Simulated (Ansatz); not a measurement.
# KZnI3: the cost of one run

Method: DFT PBE, scalar-relativistic, plane waves, PAW, unless a step names another level, in Ansatz 0.2.0.

1 further run of the same task is left out (it didn't finish).

### 1 The starting structure

The structure is trigonal, space group R3 (No. 146). Conventional cell: a = 7.973 Å, b = 7.973 Å, c = 14.486 Å, α = 90.00°, β = 90.00°, γ = 120.00°. K (site symmetry 3) has 6 I at 3.63 to 3.64 Å as nearest neighbours. Around Zn (site symmetry 3) lie 3 I at 2.54 Å. I (site symmetry 1) has 1 Zn at 2.54 Å and 2 K at 3.63 to 3.64 Å as nearest neighbours.

As a file:

```
CELL_PARAMETERS angstrom
3.98667 2.30171 4.82883
-3.98667 2.30171 4.82883
0.00000 -4.60341 4.82883
ATOMIC_POSITIONS crystal
K 0.99442 0.99442 0.99442
Zn 0.49378 0.49378 0.49378
I 0.49513 0.81182 0.17375
I 0.17375 0.49513 0.81182
I 0.81182 0.17375 0.49513
```

It came out lowest among 20 distinct ends of the trial cells. At a tolerance of 0.02 Å it has space group R3 (No. 146).

### 2 Tight relaxation for the response runs, on the response runs' mesh and smearing

The input, input.yaml:

```yaml
crystal:
  lattice:
    - [3.9866703825, 2.3017052185, 4.8288297396]
    - [-3.9866703825, 2.3017052185, 4.8288297396]
    - [0.0, -4.603410437, 4.8288297396]
  atoms:
    - { symbol: K, position: [-0.0055788509, -0.0055788509, -0.0055788509] }
    - { symbol: Zn, position: [0.4937753989, 0.4937753989, 0.4937753989] }
    - { symbol: I, position: [0.4951346512, 0.8118167079, 0.173752083] }
    - { symbol: I, position: [0.173752083, 0.4951346512, 0.8118167079] }
    - { symbol: I, position: [0.8118167079, 0.173752083, 0.4951346512] }
basis:
  ecutwfc: 420
kpoints:
  mp_grid: { grid: [6, 6, 6] }
hamiltonian:
  xc: pbe
scf:
  occupations: { method: fixed }
output:
  forces: true
  stress: true
  eigenvalues: true
relax:
  adjacent_minimum: "off"
  f_tol: 0.001
  max_steps: 60
  cell: { stress_tol: 0.01 }
```

Launch:

```console
$ ansatz run input.yaml --threads 3 --pin off --max-ram 7680MiB --backend cpu --events-out ev --progress --plain --runs-dir out
```

**Question.** How long does this run take on 3 threads of Arm Neoverse V2, shared host, and how much memory does it need?

About 2.1 min, with a peak of 0.75 GiB.
